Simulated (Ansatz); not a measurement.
# BiP: the cost of one run

Computed with Ansatz 0.2.0 (DFT PBE, scalar-relativistic, plane waves, PAW, unless a step's input says otherwise).

2 further runs of the same task are left out: 1 that didn't finish, 1 set aside as unsound or not needed. Runs told in other sessions of the task aren't counted.

## (1) Starting point

It takes space group P6_3/mmc (No. 194, hexagonal). The conventional cell has a = 4.050 Å, b = 4.050 Å, c = 7.216 Å, α = 90.00°, β = 90.00°, γ = 120.00°. Bi (site symmetry -3m) has 6 P at 2.95 Å in its first shell of neighbours. Around P (site symmetry -6m2) lie 6 Bi at 2.95 Å.

Coordinates:

```
CELL_PARAMETERS angstrom
4.04990 0.00000 0.00000
-2.02495 3.50731 0.00000
0.00000 0.00000 7.21648
ATOMIC_POSITIONS crystal
Bi 0.00000 0.00000 0.00000
Bi 0.00000 0.00000 0.50000
P 0.33333 0.66667 0.25000
P 0.66667 0.33333 0.75000
```

An earlier run at PBE left this cell at 25.626 Å³/atom and -0.01 GPa (10×10×6 mesh).

The changes: atom 4 (P) moved 0.12 Å along z; atom 2 (Bi) moved 0.05 Å along x; strain e6 = +0.02, atoms carried along; strain e3 = -0.01, atoms carried along; all atoms moved at random (σ = 0.1 Å), cell strained at random (1 %); all atoms moved at random (σ = 0.1 Å), cell strained at random (1 %).

## (2) Atom 4 (P) moved 0.12 Å along z

input.yaml

```yaml
crystal:
  lattice:
    - [4.0498966654, 0.0, 0.0]
    - [-2.0249483327, 3.507313395, 0.0]
    - [0.0, 0.0, 7.2164800216]
  atoms:
    - { symbol: Bi, position: [0.0, 0.0, 0.0] }
    - { symbol: Bi, position: [0.0, 0.0, 0.5] }
    - { symbol: P, position: [0.3333333333, 0.6666666667, 0.25] }
    - { symbol: P, position: [0.6666666667, 0.3333333333, 0.7666286056] }
basis:
  ecutwfc: 420
  ecutrho_ratio: 4
kpoints:
  mp_grid: { grid: [10, 10, 6] }
hamiltonian:
  xc: pbe
scf:
  occupations: { method: gaussian, width: 0.05 }
output:
  forces: true
  stress: true
  eigenvalues: true
  write_density: true
  write_potential: true
  elf: true
  volumetric_format: npy
```

Command:

```bash
ansatz run input.yaml --threads 2 --pin off --max-ram 2662MiB --backend cpu --events-out ev --progress --plain --runs-dir out
```

What time and memory should one allow on 2 threads of Arm Neoverse V1, shared host?

About 11 s, with a peak of 0.5 GiB.
